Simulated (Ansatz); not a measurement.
# BrGeH4OP: the cost of one run

Method: RKS PBE0/def2-SVP, in Ansatz 0.2.0.

## (1) Starting point

Bond lengths: O1–Ge2 1.768 Å, Ge2–P3 2.262 Å, Ge2–Br4 2.255 Å, O1–H5 1.047 Å, Ge2–H6 1.556 Å, P3–H7 1.503 Å, P3–H8 1.424 Å. Angles: O1–Ge2–P3 107.6°, O1–Ge2–Br4 110.7°, O1–Ge2–H6 109.4°, P3–Ge2–Br4 108.4°, P3–Ge2–H6 110.2°, Br4–Ge2–H6 110.6°, Ge2–O1–H5 103.4°, Ge2–P3–H7 94.5°, Ge2–P3–H8 95.2°, H7–P3–H8 92.2°.

Coordinates:

```xyz
8

O     0.2081    1.4938   -1.1506
Ge   -0.4079    0.2367   -0.0706
P     1.0800   -1.4672   -0.0873
Br   -2.3917   -0.5436   -0.8068
H    -0.5227    2.2420   -1.0947
H    -0.5467    0.8141    1.3677
H     2.1150   -0.7274    0.7129
H     0.5582   -2.1056    1.0735
```

## (2) End point A

input.yaml

```yaml
crystal:
  periodic: [false, false, false]
  atoms:
    - { symbol: O, position_ang: [0.2081, 1.4938, -1.1506] }
    - { symbol: Ge, position_ang: [-0.4079, 0.2367, -0.0706] }
    - { symbol: P, position_ang: [1.08, -1.4672, -0.0873] }
    - { symbol: Br, position_ang: [-2.3917, -0.5436, -0.8068] }
    - { symbol: H, position_ang: [-0.5227, 2.242, -1.0947] }
    - { symbol: H, position_ang: [-0.5467, 0.8141, 1.3677] }
    - { symbol: H, position_ang: [2.115, -0.7274, 0.7129] }
    - { symbol: H, position_ang: [0.5582, -2.1056, 1.0735] }
basis:
  gaussian: { orbitals: def2-SVP }
hamiltonian:
  xc: pbe0
relax:
  f_tol: 0.015
  max_steps: 40
```

The run is started by

```console
$ ansatz run input.yaml --threads 2 --pin off --max-ram 3072MiB --backend cpu --events-out ev --progress --plain --runs-dir out
```

Q: Estimate wall time and peak memory on 2 threads of Arm Neoverse V1, shared host.

About 58 s, with a peak of 0.31 GiB.
